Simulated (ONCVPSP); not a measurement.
# An ONCV potential for silver, from input to tests

Task: generate the file, and judge it by its errors in other configurations, its logarithmic derivatives, its ghosts and its cutoff.

The numbers are computed with ONCVPSP 4.0.1 (BLYP, scalar-relativistic, spin-unpolarised reference atom).

### 1 Settings

The settings as typed:

* element: silver (Ag, Z = 47)
* type: optimised norm-conserving Vanderbilt (ONCV)
* frozen core: [Ar] 3d10
* valence charge: 19
* reference configuration: 4s2 4p6 4d10 (charge +1)
* partial waves: 4s: rc 1.55 bohr, ncon 4, nbas 9, qcut 7.9 1/bohr, 1 projector; 4p: rc 1.70 bohr, ncon 5, nbas 7, qcut 10.3 1/bohr, 1 projector; 4d: rc 1.40 bohr, ncon 4, nbas 9, qcut 12.5 1/bohr, 3 projectors, debl 0.4 Ha
* local potential: polynomial inside 1.35 bohr (lpopt 5, dvloc0 6 Ha)
* core correction: not asked for

The outer shells as boxes (Hund's rule for the drawing; the calculation is spin-unpolarised):

```
[Ar] core
3d [↑↓][↑↓][↑↓][↑↓][↑↓]
4s [↑↓]
4p [↑↓][↑↓][↑↓]
4d [↑↓][↑↓][↑↓][↑↓][↑↓]
```

An earlier all-electron run gives the scale for the radii.

All-electron outer shells of the reference configuration (BLYP, scalar-relativistic, ld1.x):

```tsv
shell	level (eV)	outermost node (bohr)	outermost maximum (bohr)
4s	-103.24	0.44	0.82
4p	-66.76	0.44	0.87
4d	-15.58	0.43	1.04
5s	-11.47	1.11	2.37
5p	-6.49	1.24	3.08
```

### 2 Generation

Contents of Ag.dat:

```
# ATOM AND REFERENCE CONFIGURATION
# atsym  z   nc   nv     iexc    psfile
  Ag 47.00    6    3  -106131      upf
#
#   n    l    f
    1    0    2.00
    2    0    2.00
    2    1    6.00
    3    0    2.00
    3    1    6.00
    3    2   10.00
    4    0    2.00
    4    1    6.00
    4    2   10.00
#
# PSEUDOPOTENTIAL AND OPTIMIZATION
# lmax
    2
#
#   l,   rc,      ep,       ncon, nbas, qcut
    0    1.55    0.00    4    9    7.90
    1    1.70    0.00    5    7   10.30
    2    1.40    0.00    4    9   12.50
#
# LOCAL POTENTIAL
# lloc, lpopt,  rc(5),   dvloc0
    4    5    1.35    6.00
#
# VANDERBILT-KLEINMAN-BYLANDER PROJECTORs
# l, nproj, debl
    0    1    1.00
    1    1    0.50
    2    3    0.40
#
# MODEL CORE CHARGE
# icmod, fcfact, rcfact
    0    0.00    0.00
#
# LOG DERIVATIVE ANALYSIS
# epsh1, epsh2, depsh
   -5.00    5.00    0.04
#
# OUTPUT GRID
# rlmax, drl
    6.00    0.01
#
# TEST CONFIGURATIONS
# ncnf
    4
# nvcnf
#   n    l    f
    4
    4    0    2.00
    4    1    6.00
    4    2   10.00
    5    0    1.00
#
    3
    4    0    2.00
    4    1    6.00
    4    2    9.00
#
    3
    4    0    2.00
    4    1    6.00
    4    2    8.00
#
    4
    4    0    1.00
    4    1    6.00
    4    2   10.00
    5    0    1.00
#
```

The run is started by

```sh
$ oncvpsp.x < Ag.dat > Ag.out
```

Before running it: what results should come out? Wanted: cutoffs for 1 and 0.1 mHa per electron, occupied waves; bound ghosts; GHOST(+) flags; largest test error; largest phase difference near zero energy, channels read; projector energies reset by the program.

As calculated:

| quantity | value |
| --- | --- |
| cutoffs for 1 and 0.1 mHa per electron, occupied waves | 37 Ha and 46 Ha |
| bound ghosts | d at -2569.70 eV |
| GHOST(+) flags | none at low energy |
| largest test error (AE − PS) | -1.6 meV, for 4s2 4p6 4d9 (2 tests unsolved) |
| largest phase difference near zero energy, channels read | 0.936 rad |
| projector energies reset by the program | d: -0.573, 0.250, 0.650 Ha |

In words: A bound ghost (d) makes it unfit for use: electrons can fall into a state that the atom doesn't have. The worst unpolarised test, 4s2 4p6 4d9, is off by 1.6 meV on 22.0 eV; by total energies transferability rates as very good where solved. Atomic tests can pass in spite of a ghost, since they solve only for the levels asked. Of the tests 2 gave no usable energy difference, which is a warning in itself. The potential is hard: the looser tolerance needs 37 Ha. At the looser tolerance the 4d wave is the slowest; 4p needs 28 Ha. Of the channels read, s scatters worst near zero energy, by up to 0.94 rad. These are tests on the free atom; a crystal test is still owed.
